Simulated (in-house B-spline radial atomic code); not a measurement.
**Ir⁵⁺: excited configurations**

Wanted: excitation energies of Ir⁵⁺ as differences of total energies (ΔSCF).

Program: in-house B-spline radial atomic code version 1. Level of theory: Dirac-Hartree-Fock, average of configuration, Fermi nucleus, basis-set limit. These are calculated values, not measurements, unless marked.

## Step 1: What is computed

| Property | Result |
| --- | --- |
| element | iridium (Z = 77) |
| charge | +5 |
| electrons | 72 |
| configuration | [Xe] 4f14 5d4 |
| Hamiltonian | Dirac-Coulomb |
| nucleus | Fermi, rms radius 5.403 fm |

Outer shells as boxes (Hund's rule):

[Xe] 4f14 5d4
```
[Xe] core
4f [↑↓][↑↓][↑↓][↑↓][↑↓][↑↓][↑↓]
5d [↑ ][↑ ][↑ ][↑ ][  ]
```

The boxes draw the filling by Hund's rule, which heavy ions in jj coupling don't follow; these runs average over all states of the configuration.

Settings, as recorded:

```ini
Z = 77
electrons = 72.0
configuration = [Xe] 4f14 5d4
hamiltonian = dirac
method = hf
spin_polarised = False
nucleus = fermi
rms_radius = 5.4032
mass_number = 193
atomic_mass = 192.962923753
speed_of_light = 137.035999084
```

From the earlier run of the reference: total energy -17841.227033 hartree. Levels, eight at most:

```tsv
orbital	occupation	energy (eV)	<r> (bohr)
4d5/2	6	-387.00	0.4826
5s1/2	2	-178.26	0.9800
4f5/2	6	-148.69	0.5245
4f7/2	8	-145.40	0.5317
5p1/2	2	-139.09	1.053
5p3/2	4	-124.25	1.135
5d3/2	1.6	-72.925	1.406
5d5/2	2.4	-71.309	1.440
```

## Step 2: Configuration [Xe] 4f14 5d3 6d1

Settings, as recorded:

```ini
Z = 77
electrons = 72.0
configuration = [Xe] 4f14 5d3 6d1
hamiltonian = dirac
method = hf
spin_polarised = False
nucleus = fermi
rms_radius = 5.4032
mass_number = 193
atomic_mass = 192.962923753
speed_of_light = 137.035999084
```

## Step 3: Run with [Xe] 4f14 5d3 9f1

Changes to the settings of step 2:

```diff
@@ -2,3 +2,3 @@
 electrons = 72.0
-configuration = [Xe] 4f14 5d3 6d1
+configuration = [Xe] 4f14 5d3 9f1
 hamiltonian = dirac
```

## Step 4: Run with [Xe] 4f13 5d4 9f1

Changes to the settings of step 3:

```diff
@@ -2,3 +2,3 @@
 electrons = 72.0
-configuration = [Xe] 4f14 5d3 9f1
+configuration = [Xe] 4f13 5d4 9f1
 hamiltonian = dirac
```

## Step 5: Run with [Kr] 4d10 4f14 5s2 5p5 5d4 8s1

Changes to the settings of step 4:

```diff
@@ -2,3 +2,3 @@
 electrons = 72.0
-configuration = [Xe] 4f13 5d4 9f1
+configuration = [Kr] 4d10 4f14 5s2 5p5 5d4 8s1
 hamiltonian = dirac
```

## Step 6: Run with [Kr] 4d10 4f14 5s2 5p5 5d4 6p1

Changes to the settings of step 5:

```diff
@@ -2,3 +2,3 @@
 electrons = 72.0
-configuration = [Kr] 4d10 4f14 5s2 5p5 5d4 8s1
+configuration = [Kr] 4d10 4f14 5s2 5p5 5d4 6p1
 hamiltonian = dirac
```

## Step 7: Configuration [Kr] 4d9 4f14 5s2 5p6 5d4 9g1

Changes to the settings of step 6:

```diff
@@ -2,3 +2,3 @@
 electrons = 72.0
-configuration = [Kr] 4d10 4f14 5s2 5p5 5d4 6p1
+configuration = [Kr] 4d9 4f14 5s2 5p6 5d4 9g1
 hamiltonian = dirac
```

Before running: How far above the reference does each configuration lie (order and size, in eV)?

As calculated:

| net move | configuration | energy above the reference (eV) | with Breit, QED, recoil (eV) | largest <r> (bohr) |
| --- | --- | --- | --- | --- |
| 5d → 6d | [Xe] 4f14 5d3 6d1 | 37.657 | 37.667 | 3.33 |
| 5d → 9f | [Xe] 4f14 5d3 9f1 | 63.335 | 63.340 | 14.5 |
| 5p → 6p | [Kr] 4d10 4f14 5s2 5p5 5d4 6p1 | 80.082 | 79.944 | 2.57 |
| 5p → 8s | [Kr] 4d10 4f14 5s2 5p5 5d4 8s1 | 107.82 | 107.66 | 6.20 |
| 4f → 9f | [Xe] 4f13 5d4 9f1 | 130.60 | 130.84 | 14.4 |
| 4d → 9g | [Kr] 4d9 4f14 5s2 5p6 5d4 9g1 | 378.29 | 378.00 | 18.4 |

Quantum defects of the promoted electron, δ = n − ζ/√(−2ε) with ζ = 6 and ε its orbital energy in hartree:

| promotion | δ |
| --- | --- |
| 5d → 6d | 2.182 |
| 5d → 9f | 1.134 |
| 5p → 6p | 2.797 |
| 5p → 8s | 3.046 |
| 4f → 9f | 1.164 |
| 4d → 9g | 0.041 |

**Reading.** The energies run from 37.657 eV (5d → 6d) to 378.29 eV (4d → 9g). 4 of them lie more than 2 % above the ionisation threshold that Koopmans' theorem gives (71.309 eV), where such states can decay by emitting an electron. Of those tabulated, the defect is largest for 8s (3.05) and least for 9g (0.04): low angular momentum penetrates the core, high angular momentum stays outside it. Two partly filled shells share a symmetry and can mix in the average, which may lower the energy, for: 5d → 6d; 5p → 6p; 4f → 9f; 4d → 9g. These are averages over configurations, without correlation, not spectroscopic levels.
